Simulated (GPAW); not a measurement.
# Ta2Si (I4/mcm) in GPAW: a series of runs

The runs below take Ta2Si through band structure, with PBEsol, LDA.

Program: GPAW 26.7.0. These are calculated values, not measurements. Logs are shortened: lines on timing, memory, paths and dates and some standing lists are left out, and cuts for length are marked. The log counts tension as positive stress, the text compression.

## Step 1: The crystal as given

It takes space group I4/mcm (No. 140, tetragonal). Conventional cell: a = 6.176 Å, b = 6.176 Å, c = 5.047 Å, α = 90.00°, β = 90.00°, γ = 90.00°. Ta (site symmetry m2m) has 4 Si at 2.63 Å and 3 Ta at 2.86 to 2.94 Å as nearest neighbours. Si (site symmetry 422) has 2 Si at 2.52 Å and 8 Ta at 2.63 Å as nearest neighbours.

The cell comes from a database or a generator and needn't be the stable form of this composition.

## Step 2: Band structure, PBEsol

The input, run.py:

```python
from ase import Atoms
from ase.dft.bandgap import bandgap
from ase.io import write
from ase.units import GPa
from gpaw import GPAW, PW, setup_paths

setup_paths.insert(0, '.')

atoms = Atoms(['Ta', 'Ta', 'Ta', 'Ta', 'Si', 'Si'],
              cell=[[-3.0877629443, 3.0877629443, 2.5236412193],
                    [3.0877629443, -3.0877629443, 2.5236412193],
                    [3.0877629443, 3.0877629443, -2.5236412193]],
              scaled_positions=[[0.16359321, 0.66359321, 0.82718642],
                                [0.33640679, 0.16359321, 0.5],
                                [0.83640679, 0.33640679, 0.17281358],
                                [0.66359321, 0.83640679, 0.5],
                                [0.75, 0.75, 0.0],
                                [0.25, 0.25, 0.0]],
              pbc=True)

calc = GPAW(mode=PW(600),
            xc='PBEsol',
            kpts={'size': (5, 5, 5), 'gamma': True},
            occupations={'name': 'fermi-dirac', 'width': 0.05},
            nbands=54,
            convergence={'density': 1e-05, 'energy': 1e-05},
            maxiter=150,
            txt='gpaw.txt')
atoms.calc = calc
energy = atoms.get_potential_energy()
forces = atoms.get_forces()
stress = atoms.get_stress()
calc.write('gs.gpw')
write('result.traj', atoms)
print(f'Energy: {energy:.6f} eV')
print('Forces (eV/A):')
print(forces.round(4))
print('Stress (GPa):', (stress / GPa).round(3))
print('Fermi level:', round(calc.get_fermi_level(), 4), 'eV')
print(f'Gap: {bandgap(calc)[0]:.4f} eV, direct: {bandgap(calc, direct=True)[0]:.4f} eV')

path = atoms.cell.bandpath('GXMGZPNZ1M,XP', npoints=100, eps=1e-4)
bs_calc = calc.fixed_density(kpts=path, symmetry='off', nbands=77,
                             convergence={'bands': 'CBM+6.0', 'eigenstates': 1e-6}, txt='bands.txt')
bs = bs_calc.band_structure()
bs.write('bs.json')
print(f'Gap on the path: {bandgap(bs_calc)[0]:.4f} eV')
```

Potentials or basis: PAW data sets generated in the run's folder for this functional, pw.

Command:

```sh
gpaw-setup -f PBEsol Si Ta
OMP_NUM_THREADS=1 python run.py
```

gpaw.txt:

```text
__  _  _
 | _ |_)|_||  |
 |__||  | ||/\| - 26.7.0

Input parameters:
  mode=PW(ecut=600.0),
  convergence={'density': 1e-05, 'energy': 1e-05},
  kpts=MonkhorstPack(size=(5, 5, 5), gamma=True),
  maxiter=150,
  nbands=54,
  occupations=Occupations(name='fermi-dirac', width=0.05),
  xc=XC(name='PBEsol')

Diagonalizing LCAO Hamiltonian
Converting LCAO to pw mode

          Si
         Ta    Ta

          Si
             Ta     Ta

Atoms  # Å, Bohr magnetons
|   | symbol |         x |        y |        z |    initial magnetic moments |
|---|--------|-----------|----------|----------|-----------------------------|
| 0 |     Ta |  4.098037 | 1.010274 | 0.000000 | ( 0.0000,  0.0000,  0.0000) |
| 1 |     Ta |  1.010274 | 2.077489 | 0.000000 | ( 0.0000,  0.0000,  0.0000) |
| 2 |     Ta | -1.010274 | 2.077489 | 2.523641 | ( 0.0000,  0.0000,  0.0000) |
| 3 |     Ta |  2.077489 | 1.010274 | 2.523641 | ( 0.0000,  0.0000,  0.0000) |
| 4 |     Si | -0.000000 | 0.000000 | 3.785462 | ( 0.0000,  0.0000,  0.0000) |
| 5 |     Si |  0.000000 | 0.000000 | 1.261821 | ( 0.0000,  0.0000,  0.0000) |

Unit cell  # Å
| periodic |         x |         y |         z |  lengths |     angles |
|----------|-----------|-----------|-----------|----------|------------|
|      yes | -3.087763 |  3.087763 |  2.523641 | 5.043543 | 104.499459 |
|      yes |  3.087763 | -3.087763 |  2.523641 | 5.043543 | 104.499459 |
|      yes |  3.087763 |  3.087763 | -2.523641 | 5.043543 | 119.950940 |

Number of symmetries: 8
Symmetry operations  # r_c * U_cc + t_c -> r_c
|   | kind |            matrix            |
|---|------|------------------------------|
| 0 |  C4  |  1, 1, 1,  0, 0,-1, -1, 0, 0 |
| 1 |  E   |  1, 0, 0,  0, 1, 0,  0, 0, 1 |
| 2 |  C2  |  0, 1, 0,  1, 0, 0, -1,-1,-1 |
| 3 |  S4  |  0, 0, 1, -1,-1,-1,  0, 1, 0 |
| 4 |  C4  |  0, 0,-1,  1, 1, 1,  0,-1, 0 |
| 5 |  σ   |  0,-1, 0, -1, 0, 0,  1, 1, 1 |
| 6 |  i   | -1, 0, 0,  0,-1, 0,  0, 0,-1 |
| 7 |  S4  | -1,-1,-1,  0, 0, 1,  1, 0, 0 |

BZ-sampling:
  Number of BZ points: 125
  Number of IBZ points: 21

  Monkhorst-Pack size: [5, 5, 5]
  Monkhorst-Pack shift: [0, 0, 0]

K-points  # in reciprocal-cell coordinates
|     |                                coordinates |     weight |
|-----|--------------------------------------------|------------|
|   0 | (  0.00000000,   0.00000000,   0.00000000) | 0.00800000 |
|   1 | (  0.20000000,  -0.20000000,   0.00000000) | 0.03200000 |
|   2 | (  0.20000000,  -0.20000000,   0.20000000) | 0.03200000 |
|   3 | (  0.20000000,   0.00000000,   0.00000000) | 0.06400000 |
|   4 | (  0.20000000,   0.20000000,  -0.20000000) | 0.01600000 |
|   5 | (  0.40000000,  -0.40000000,  -0.20000000) | 0.03200000 |
|   6 | (  0.40000000,  -0.40000000,   0.00000000) | 0.03200000 |
|   7 | (  0.40000000,  -0.40000000,   0.20000000) | 0.03200000 |
|   8 | (  0.40000000,  -0.40000000,   0.40000000) | 0.03200000 |
|   9 | (  0.40000000,  -0.20000000,  -0.20000000) | 0.06400000 |
| ... |                                            |            |
|  20 | (  0.40000000,   0.40000000,   0.40000000) | 0.06400000 |

Plane wave coefficients: 3246
Cutoff: 600.0 eV

Spin-components: 1 (collinear spins)
Bands:           54
Projectors:      34
Spin-degeneracy: 2
Datatype:        complex128

Parallelization:
  kpt:    1
  domain: 1
  band:   1

Density:
  Valence electrons: 60.0
  Components: 1
  Grid points: [30 30 30]
  Charge: 0.0  # |e|

Potential:
  Grid points: [30 30 30]

species:
  Ta:
    name:    Tantalum
    Z:       73.0
    valence: 13
    core:    60
    charge:  0.0  # [|e|]
    compensation charges:
      type: gauss
      rc: 0.42  # [Å]
      lmax: 2
    cutoffs:
      filter: 2.36  # [Å]
      core: 3.45  # [Å]
    projectors
    | kind |    occ | energy [eV] | rcut [Å] |
    |------|--------|-------------|----------|
    |   5s |  2.000 |     -72.818 |    1.365 |
    |   6s |  2.000 |      -5.457 |    1.365 |
    |   5p |  6.000 |     -39.444 |    1.349 |
    |   6p |  0.000 |      -1.369 |    1.349 |
    |   5d |  3.000 |      -3.632 |    1.307 |
    |    d |        |      23.579 |    1.307 |

    Using partial waves for Ta as LCAO basis

  Si:
    name:    Silicon
    Z:       14.0
    valence: 4
    core:    10
    charge:  0.0  # [|e|]
    compensation charges:
      type: gauss
      rc: 0.33  # [Å]
      lmax: 2
    cutoffs:
      filter: 1.86  # [Å]
      core: 2.06  # [Å]
    projectors
    | kind |    occ | energy [eV] | rcut [Å] |
    |------|--------|-------------|----------|
    |   3s |  2.000 |     -10.768 |    1.058 |
    |   3p |  2.000 |      -4.057 |    1.058 |
    |    s |        |      16.444 |    1.058 |
    |    p |        |      23.155 |    1.058 |
    |    d |        |       0.000 |    1.058 |

    Using partial waves for Si as LCAO basis

Reference energy: -1711927.954656  # eV

eigensolver:
  PPCG
  Converge bands: occupied
  niter=2

density mixing:
  MSR1-Mixer
  Pratt-step length: 0.05
  Maximum mixing coefficient: 0.75
  Old densities: 10
  SVD Regularization: 0.005
  Good broyden scale: 1.0
  Trust region scale: 1.0
  Backstep threshold: 4.0
  History deletion threshold: 6.0
  Fourier metric: weight=20.0, sigma=0.015

occupation numbers:
  Fermi-Dirac:
    width: 0.0500  # eV

poisson solver:
  ecut: 4800.0  # eV

xc functional:
  name: PBEsol with 2 nearest neighbor stencil

convergence criteria:
- Maximum integral of absolute [dens]ity change: 1e-05 electrons / valence electron
- Maximum [total energy] change in last 3 cyles: 1e-05 eV / valence electron
- Maximum integral of absolute [eigenst]ate change: 4e-08 eV^2 / valence electron
maximum number of iterations: 150

SCF iterations
|iter     | |      energy | eigst |  dens |
|---------|-|-------------|-------|-------|
|iter:   1| |  -58.205724 | +0.36 |       |
|iter:   2| |  -58.313316 | -1.71 | -1.21 |
|iter:   3| |-9599022.464398 | +6.26 | -1.22 |
|iter:   4| |  -35.310371 | +1.96 | +1.92 |
|iter:   5| |  -54.132516 | +1.04 | -0.59 |
|iter:   6| |  -57.730759 | -0.56 | -1.20 |
|iter:   7| |  -57.575911 | -2.33 | -1.63 |
|iter:   8| |  -57.505802 | -2.26 | -1.86 |
|iter:   9| |  -57.503585 | -3.80 | -2.34 |
|iter:  10| |  -57.497212 | -3.89 | -2.45 |
|iter:  11| |  -57.496807 | -4.95 | -3.01 |
|iter:  12| |  -57.496689c| -5.46 | -3.33 |
|iter:  13| |  -57.496681c| -6.49 | -3.95 |
|iter:  14| |  -57.496681c| -7.44c| -4.64 |
|iter:  15| |  -57.496681c| -7.81c| -5.47c|

Converged in 15 steps
Energy contributions relative to reference atoms: (reference = -1711927.954656)

Energy contributions:
  Kinetic:          40.289121
  Coulomb:         -39.360457
  Zero:             -1.107531
  External:          0.000000
  Xc:              -57.305019
  Entropy:          -0.025592
  Spinorbit:         0.000000
  ----------------------------
  Free energy:     -57.509477
  Extrapolated:    -57.496681

dipole moment: (-13.388266, -13.388266, 10.942264)  # |e|*Ang

Fermi level: 11.939
Eigenvalues  # (at kpt = [0.000, 0.000, 0.000])
| band index |      eig [eV] | occ [0-2] |
|------------|---------------|-----------|
|          0 |       -55.699 |     2.000 |
|        ... |               |           |
|         20 |         7.667 |     2.000 |
|         21 |         7.667 |     2.000 |
|         22 |         9.424 |     2.000 |
|         23 |         9.424 |     2.000 |
|         24 |         9.431 |     2.000 |
|         25 |         9.431 |     2.000 |
[... 8 lines left out ...]
|         34 |        13.486 |     0.000 |
|         35 |        13.574 |     0.000 |
|        ... |               |           |
|         53 |        25.244 |     0.000 |

No gap
No difference between direct/indirect transitions

Forces  # eV/Ang
|        x |        y |        z |
|----------|----------|----------|
| -0.04801 | -0.04801 |  0.00000 |  # Ta   0
| -0.04801 |  0.04801 |  0.00000 |  # Ta   1
|  0.04801 |  0.04801 |  0.00000 |  # Ta   2
|  0.04801 | -0.04801 | -0.00000 |  # Ta   3
|  0.00000 |  0.00000 |  0.00000 |  # Si   4
|  0.00000 |  0.00000 | -0.00000 |  # Si   5

Stress tensor  # eV/Ang^3
|         x |         y |        z |
|-----------|-----------|----------|
|  0.020444 | -0.000000 | 0.000000 |
| -0.000000 |  0.020444 | 0.000000 |
|  0.000000 |  0.000000 | 0.006996 |

# Writing to gs.gpw (mode='')
```

Wall time 5.6 min (1 thread of Arm Neoverse V2, shared host); peak memory 0.79 GiB.

Results:

```yaml
Free_energy: -57.5095 eV
Pressure: -2.6 GPa
Largest_force: 0.068 eV/Å
Band_gap_along_the_path: none (metal or under the smearing width)
```

Forces in eV/Å, atoms in the order of the input:
```
Ta  -0.048 -0.048  0.000
Ta  -0.048  0.048  0.000
Ta   0.048  0.048  0.000
Ta   0.048 -0.048  0.000
Si   0.000  0.000  0.000
Si   0.000  0.000  0.000
```

Levels at the corners of the path, in eV from the Fermi level:
```tsv
point	band 27	band 28	band 29	band 30	band 31	band 32	band 33	band 34
Γ	-2.46	-2.01	0.15	0.23	0.92	1.29	1.29	1.55
X	-1.93	-1.47	-0.19	0.00	0.08	0.61	1.32	1.78
M	-1.05	-1.02	-1.02	-1.01	-0.26	0.22	0.70	0.70
Γ	-2.46	-2.01	0.15	0.23	0.92	1.29	1.29	1.55
Z	-1.11	-0.96	-0.96	-0.71	-0.27	0.41	0.41	0.91
P	-1.90	-1.90	-1.10	-1.10	0.74	0.74	1.79	1.79
N	-1.96	-1.96	-1.07	-1.07	0.68	0.68	1.86	1.86
Z1	-1.11	-0.96	-0.96	-0.71	-0.27	0.41	0.41	0.91
M	-1.05	-1.02	-1.02	-1.01	-0.26	0.22	0.70	0.70
X	-1.93	-1.47	-0.19	0.00	0.08	0.61	1.32	1.78
P	-1.90	-1.90	-1.10	-1.10	0.74	0.74	1.79	1.79
```

Caveat: spin-orbit coupling is left out, which moves the levels of the heavy elements.

## Step 3: Band structure, LDA

Edit run.py of step 2 so:

```diff
@@ -4,5 +4,3 @@
 from ase.units import GPa
-from gpaw import GPAW, PW, setup_paths
-
-setup_paths.insert(0, '.')
+from gpaw import GPAW, PW
 
@@ -21,3 +19,3 @@
 calc = GPAW(mode=PW(600),
-            xc='PBEsol',
+            xc='LDA',
             kpts={'size': (5, 5, 5), 'gamma': True},
```

Potentials or basis: the program's PAW data sets (release 1.2.1) made for this functional, pw.

Command:

```sh
OMP_NUM_THREADS=1 python run.py
```

gpaw.txt:

```text
__  _  _
 | _ |_)|_||  |
 |__||  | ||/\| - 26.7.0

Input parameters:
  mode=PW(ecut=600.0),
  convergence={'density': 1e-05, 'energy': 1e-05},
  kpts=MonkhorstPack(size=(5, 5, 5), gamma=True),
  maxiter=150,
  nbands=54,
  occupations=Occupations(name='fermi-dirac', width=0.05),
  xc=XC(name='LDA')

Diagonalizing LCAO Hamiltonian
Converting LCAO to pw mode

          Si
         Ta    Ta

          Si
             Ta     Ta

Atoms  # Å, Bohr magnetons
|   | symbol |         x |        y |        z |    initial magnetic moments |
|---|--------|-----------|----------|----------|-----------------------------|
| 0 |     Ta |  4.098037 | 1.010274 | 0.000000 | ( 0.0000,  0.0000,  0.0000) |
| 1 |     Ta |  1.010274 | 2.077489 | 0.000000 | ( 0.0000,  0.0000,  0.0000) |
| 2 |     Ta | -1.010274 | 2.077489 | 2.523641 | ( 0.0000,  0.0000,  0.0000) |
| 3 |     Ta |  2.077489 | 1.010274 | 2.523641 | ( 0.0000,  0.0000,  0.0000) |
| 4 |     Si | -0.000000 | 0.000000 | 3.785462 | ( 0.0000,  0.0000,  0.0000) |
| 5 |     Si |  0.000000 | 0.000000 | 1.261821 | ( 0.0000,  0.0000,  0.0000) |

[... 176 lines left out ...]
  Zero:             -1.174498
  External:          0.000000
  Xc:              -58.723482
  Entropy:          -0.026779
  Spinorbit:         0.000000
  ----------------------------
  Free energy:     -59.102557
  Extrapolated:    -59.089167

dipole moment: (-13.405216, -13.405216, 10.956117)  # |e|*Ang

Fermi level: 11.756
Eigenvalues  # (at kpt = [0.000, 0.000, 0.000])
| band index |      eig [eV] | occ [0-2] |
|------------|---------------|-----------|
|          0 |       -55.886 |     2.000 |
|        ... |               |           |
|         20 |         7.520 |     2.000 |
|         21 |         7.520 |     2.000 |
|         22 |         9.275 |     2.000 |
|         23 |         9.275 |     2.000 |
|         24 |         9.287 |     2.000 |
|         25 |         9.287 |     2.000 |
[... 8 lines left out ...]
|         34 |        13.292 |     0.000 |
|         35 |        13.356 |     0.000 |
|        ... |               |           |
|         53 |        25.895 |     0.000 |

No gap
No difference between direct/indirect transitions

Forces  # eV/Ang
|        x |        y |        z |
|----------|----------|----------|
| -0.02333 | -0.02333 |  0.00000 |  # Ta   0
| -0.02333 |  0.02333 |  0.00000 |  # Ta   1
|  0.02333 |  0.02333 | -0.00000 |  # Ta   2
|  0.02333 | -0.02333 |  0.00000 |  # Ta   3
|  0.00000 |  0.00000 |  0.00000 |  # Si   4
|  0.00000 |  0.00000 | -0.00000 |  # Si   5

Stress tensor  # eV/Ang^3
|         x |         y |         z |
|-----------|-----------|-----------|
|  0.051476 | -0.000000 | -0.000000 |
| -0.000000 |  0.051476 |  0.000000 |
| -0.000000 |  0.000000 |  0.036009 |

# Writing to gs.gpw (mode='')
```

stdout:

```text
Energy: -59.089167 eV
Forces (eV/A):
[[-0.0233 -0.0233  0.    ]
 [-0.0233  0.0233  0.    ]
 [ 0.0233  0.0233 -0.    ]
 [ 0.0233 -0.0233  0.    ]
 [ 0.      0.      0.    ]
 [ 0.      0.     -0.    ]]
Stress (GPa): [ 8.247  8.247  5.769  0.    -0.    -0.   ]
Fermi level: 11.7563 eV
Gap: 0.0000 eV, direct: 0.0000 eV
Gap on the path: 0.0000 eV
```

bands.txt:

```text
Diagonalizing LCAO Hamiltonian
Converting LCAO to pw mode
convergence criteria:
- Maximum integral of absolute [eigenst]ate change: 1e-06 eV^2 / valence electron
maximum number of iterations: 150

SCF iterations
|iter     | |      energy | eigst |  dens |
|---------|-|-------------|-------|-------|
|iter:   1| |             | +1.00 |       |
[... 105 lines left out ...]
         [ 0.09090909,  0.09090909,  0.40909091],
         [ 0.11363636,  0.11363636,  0.38636364],
         [ 0.13636364,  0.13636364,  0.36363636],
         [ 0.15909091,  0.15909091,  0.34090909],
         [ 0.18181818,  0.18181818,  0.31818182],
         [ 0.20454545,  0.20454545,  0.29545455],
         [ 0.22727273,  0.22727273,  0.27272727],
         [ 0.25      ,  0.25      ,  0.25      ]])),
  maxiter=150,
  nbands=77,
  occupations=Occupations(name='fermi-dirac', width=0.05),
  symmetry=Symmetry(point_group=False, time_reversal=False),
  xc=XC(name='LDA')
```

Run time: 5.4 min. Hardware: 1 thread of Arm Neoverse V2, shared host; peak memory 0.79 GiB.

What came out:

| Item | Value |
| --- | --- |
| Free energy | -59.1026 eV |
| Pressure | -7.4 GPa |
| Largest force | 0.033 eV/Å |
| Band gap along the path | none (metal or under the smearing width) |

Forces on the atoms (eV/Å):
```
Ta  -0.023 -0.023  0.000
Ta  -0.023  0.023  0.000
Ta   0.023  0.023  0.000
Ta   0.023 -0.023  0.000
Si   0.000  0.000  0.000
Si   0.000  0.000  0.000
```

Stress tensor (GPa, compression positive):
```
-8.25  0.00  0.00
 0.00 -8.25  0.00
 0.00  0.00 -5.77
```

Levels at the corners of the path, in eV from the Fermi level:
```
point  band 26  band 27  band 28  band 29  band 30  band 31  band 32  band 33  band 34  band 35
    Γ    -2.47    -2.43    -1.97     0.15     0.21     0.89     1.26     1.26     1.54     1.54
    X    -2.13    -1.89    -1.44    -0.20    -0.01     0.06     0.62     1.29     1.75     3.10
    M    -1.43    -1.05    -1.01    -1.01    -1.00    -0.27     0.20     0.69     0.69     2.65
    Γ    -2.47    -2.43    -1.97     0.15     0.21     0.89     1.26     1.26     1.54     1.54
    Z    -1.42    -1.11    -0.96    -0.96    -0.71    -0.25     0.40     0.40     0.89     1.68
    P    -2.11    -1.89    -1.89    -1.09    -1.09     0.72     0.72     1.76     1.76     2.84
    N    -2.00    -1.94    -1.94    -1.03    -1.03     0.67     0.67     1.83     1.83     2.72
   Z1    -1.42    -1.11    -0.96    -0.96    -0.71    -0.25     0.40     0.40     0.89     1.68
    M    -1.43    -1.05    -1.01    -1.01    -1.00    -0.27     0.20     0.69     0.69     2.65
    X    -2.13    -1.89    -1.44    -0.20    -0.01     0.06     0.62     1.29     1.75     3.10
    P    -2.11    -1.89    -1.89    -1.09    -1.09     0.72     0.72     1.76     1.76     2.84
```

Caveat: spin-orbit coupling is left out, which moves the levels of the heavy elements.
